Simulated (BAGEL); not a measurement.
# Si2H4ClF (SMILES F[SiH2][SiH2]Cl): B3LYP/6-31G(d) (density fitting with qzvpp-jkfit, spherical functions)

Aim: the energy change on altering one bond length of Si2H4ClF at B3LYP/6-31G* (density fitting with qzvpp-jkfit, spherical functions), from 2 runs. 

The calculation is run with BAGEL 1.2.2.

1 further run of the same task is left out (set aside as unsound or not needed).

## 1. Starting point

Si2H4ClF has 8 atoms, charge 0, and is taken as a singlet. SMILES: `F[SiH2][SiH2]Cl`. The shape is that of a PBE0-D4/def2-TZVP optimisation. This is one conformer, not always the lowest.

Bond lengths: F1–Si2 1.604 Å, Si2–Si3 2.345 Å, Si3–Cl4 2.060 Å, Si2–H5 1.485 Å, Si2–H6 1.487 Å, Si3–H7 1.486 Å, Si3–H8 1.484 Å. Some angles: F1–Si2–Si3 109.5°, Si2–Si3–Cl4 109.3°, F1–Si2–H5 108.3°, F1–Si2–H6 108.0°, Si3–Si2–H5 110.8°, Si3–Si2–H6 110.4°, Si2–Si3–H7 109.8°, Si2–Si3–H8 112.0°, Cl4–Si3–H7 108.3°, Cl4–Si3–H8 108.2°.

## 2. The energy at B3LYP/6-31G(d) (density fitting with qzvpp-jkfit, spherical functions)

input.json reads:

```json
{ "bagel": [

{
  "title": "molecule",
  "basis": "6-31gs.json",
  "df_basis": "qzvpp-jkfit",
  "angstrom": "true",
  "geometry": [
    { "atom": "F", "xyz": [      -1.769500,       1.438200,       0.046900 ] },
    { "atom": "Si", "xyz": [      -0.188800,       1.181000,       0.127500 ] },
    { "atom": "Si", "xyz": [       0.236500,      -1.123800,       0.039500 ] },
    { "atom": "Cl", "xyz": [      -0.336000,      -1.852100,      -1.800600 ] },
    { "atom": "H", "xyz": [       0.454900,       1.880200,      -1.013000 ] },
    { "atom": "H", "xyz": [       0.306000,       1.751900,       1.408000 ] },
    { "atom": "H", "xyz": [       1.691600,      -1.373700,       0.207100 ] },
    { "atom": "H", "xyz": [      -0.509700,      -1.867300,       1.084900 ] }
  ]
},

{ "title": "ks", "xc_func": "b3lyp" },

{ "title": "print", "file": "orbitals.molden", "orbitals": "true" }

]}
```

The basis set 6-31G* is read from a file made from the Basis Set Exchange's data (not shown).

The run is started by

```bash
$ BAGEL_NUM_THREADS=1 BAGEL input.json > input.out
```

What it wrote:

```text
* using 1 threads per process

  ===============================================================
  ===============================================================

  *** Geometry ***

  { "atom" : "F", "xyz" : [     -3.343870,      2.717804,      0.088628 ] },
  { "atom" : "Si", "xyz" : [     -0.356780,      2.231767,      0.240940 ] },
  { "atom" : "Si", "xyz" : [      0.446920,     -2.123674,      0.074644 ] },
  { "atom" : "Cl", "xyz" : [     -0.634948,     -3.499962,     -3.402641 ] },
  { "atom" : "H", "xyz" : [      0.859636,      3.553063,     -1.914293 ] },
  { "atom" : "H", "xyz" : [      0.578256,      3.310611,      2.660734 ] },
  { "atom" : "H", "xyz" : [      3.196661,     -2.595917,      0.391362 ] },
  { "atom" : "H", "xyz" : [     -0.963193,     -3.528686,      2.050164 ] },

  Number of auxiliary basis functions:      533

  Since a DF basis is specified, we compute 2- and 3-index integrals:
    o Being stored without compression. Storage requirement is 0.025 GB

  Number of basis functions:       76
  Number of electrons      :       58

    * METHOD: MOLECULE                             0.25

  *** Kohn-Sham DFT ***

    * Removing 14062 points whose weight is below 1.00e-10
    * Grid points: 105186

  === Nuclear Repulsion ===
   269.2728270419

       - DIIS with orbital gradients will be used.

  === KS iteration (b3lyp / 6-31gs.json) ===
      0      -1117.52765783          0.12353653           0.35
      1      -1102.64723341          0.11420557           0.31
      2      -1104.41447066          0.14479637           0.32
      3      -1132.59288251          0.09798277           0.32
      4      -1138.41157521          0.07087134           0.33
      5      -1140.75433222          0.03518072           0.32
      6      -1141.30045351          0.01895984           0.32
      7      -1141.49527981          0.00616306           0.32
      8      -1141.51385356          0.00228636           0.32
      9      -1141.51617383          0.00058947           0.32
     10      -1141.51648008          0.00012267           0.34
     11      -1141.51649189          0.00002949           0.33
     12      -1141.51649246          0.00001502           0.33
     13      -1141.51649262          0.00000304           0.33
     14      -1141.51649263          0.00000048           0.33
     15      -1141.51649263          0.00000030           0.32
     16      -1141.51649263          0.00000008           0.32
     17      -1141.51649263          0.00000002           0.32
     18      -1141.51649263          0.00000001           0.32
    * SCF iteration converged.

    * Permanent dipole moment:
           (   -0.612947,    -0.204031,    -0.580730) a.u.

    * METHOD: KS                                   6.62

    * METHOD: PRINT                                0.01

  ===============================================================
```

Wall time 7.2 s (1 thread of Arm Neoverse V2, shared host); peak memory 0.42 GiB.

## 3. The distorted shape at the same level

job.json reads:

```json
{ "bagel": [

{
  "title": "molecule",
  "basis": "6-31gs.json",
  "df_basis": "qzvpp-jkfit",
  "angstrom": true,
  "geometry": [
    { "atom": "F", "xyz": [      -1.962631,       1.228417,       0.389088 ] },
    { "atom": "Si", "xyz": [      -0.381931,       0.971217,       0.469688 ] },
    { "atom": "Si", "xyz": [       0.043369,      -1.333583,       0.381688 ] },
    { "atom": "Cl", "xyz": [      -0.529131,      -2.061883,      -1.458412 ] },
    { "atom": "H", "xyz": [       0.454900,       1.880200,      -1.013000 ] },
    { "atom": "H", "xyz": [       0.112869,       1.542117,       1.750188 ] },
    { "atom": "H", "xyz": [       1.498469,      -1.583483,       0.549288 ] },
    { "atom": "H", "xyz": [      -0.702831,      -2.077083,       1.427088 ] }
  ]
},

{
  "title": "ks",
  "xc_func": "b3lyp"
},

{
  "title": "print",
  "file": "orbitals.molden",
  "orbitals": true
}

]}
```

The basis set 6-31G* is read from a file made from the Basis Set Exchange's data (not shown).

The run is started by

```bash
$ BAGEL_NUM_THREADS=1 BAGEL job.json > job.out
```

What it wrote:

```text
* using 1 threads per process

  ===============================================================
  ===============================================================

  *** Geometry ***

  { "atom" : "F", "xyz" : [     -3.708835,      2.321372,      0.735270 ] },
  { "atom" : "Si", "xyz" : [     -0.721745,      1.835334,      0.887582 ] },
  { "atom" : "Si", "xyz" : [      0.081956,     -2.520107,      0.721286 ] },
  { "atom" : "Cl", "xyz" : [     -0.999913,     -3.896394,     -2.755999 ] },
  { "atom" : "H", "xyz" : [      0.859636,      3.553063,     -1.914293 ] },
  { "atom" : "H", "xyz" : [      0.213291,      2.914179,      3.307376 ] },
  { "atom" : "H", "xyz" : [      2.831696,     -2.992349,      1.038004 ] },
  { "atom" : "H", "xyz" : [     -1.328158,     -3.925118,      2.696805 ] },

  Number of auxiliary basis functions:      533

  Since a DF basis is specified, we compute 2- and 3-index integrals:
    o Being stored without compression. Storage requirement is 0.025 GB

  Number of basis functions:       76
  Number of electrons      :       58

    * METHOD: MOLECULE                             0.25

  *** Kohn-Sham DFT ***

    * Removing 13744 points whose weight is below 1.00e-10
    * Grid points: 105504

  === Nuclear Repulsion ===
   267.4999941800

       - DIIS with orbital gradients will be used.

  === KS iteration (b3lyp / 6-31gs.json) ===
      0      -1117.62556658          0.12292025           0.36
      1      -1102.78637429          0.11309768           0.32
      2      -1104.73396656          0.14379686           0.32
      3      -1132.50868501          0.09610756           0.32
      4      -1138.49141817          0.06988280           0.32
      5      -1140.74199531          0.03415173           0.31
      6      -1141.27069437          0.01834417           0.32
      7      -1141.44967056          0.00725201           0.32
      8      -1141.47731002          0.00214727           0.33
      9      -1141.48018282          0.00047996           0.32
     10      -1141.48036133          0.00010155           0.32
     11      -1141.48036727          0.00001197           0.32
     12      -1141.48036738          0.00000523           0.33
     13      -1141.48036740          0.00000086           0.33
     14      -1141.48036740          0.00000042           0.33
     15      -1141.48036740          0.00000015           0.32
     16      -1141.48036740          0.00000003           0.32
     17      -1141.48036740          0.00000002           0.31
     18      -1141.48036740          0.00000001           0.32
    * SCF iteration converged.

    * Permanent dipole moment:
           (   -0.490823,    -0.003160,    -0.792167) a.u.

    * METHOD: KS                                   6.60

    * METHOD: PRINT                                0.01

  ===============================================================
```

Run time: 7.2 s. Hardware: 1 thread of Arm Neoverse V2, shared host; peak memory 0.43 GiB.

## 4. What came out

Level: B3LYP/6-31G* (density fitting with qzvpp-jkfit, spherical functions).

| quantity | value |
| --- | --- |
| first shape: total energy | -1141.51649 Eh |
| first shape: dipole moment | 2.21 D |
| first shape: HOMO energy | -7.96 eV |
| first shape: LUMO energy | -0.92 eV |
| first shape: HOMO–LUMO gap | 7.03 eV |
| distorted shape: total energy | -1141.48037 Eh |
| distorted shape: dipole moment | 2.37 D |
| distorted shape: HOMO energy | -7.98 eV |
| distorted shape: LUMO energy | -1.12 eV |
| distorted shape: HOMO–LUMO gap | 6.86 eV |
| energy change with the Si2–H5 bond stretched from 1.485 to 1.930 Å | 0.983 eV |

What this shows: With the Si2–H5 bond stretched from 1.485 to 1.930 Å the energy rises by 0.98 eV (22.7 kcal/mol). The first shape isn't relaxed at this level, so the change isn't measured from a minimum.
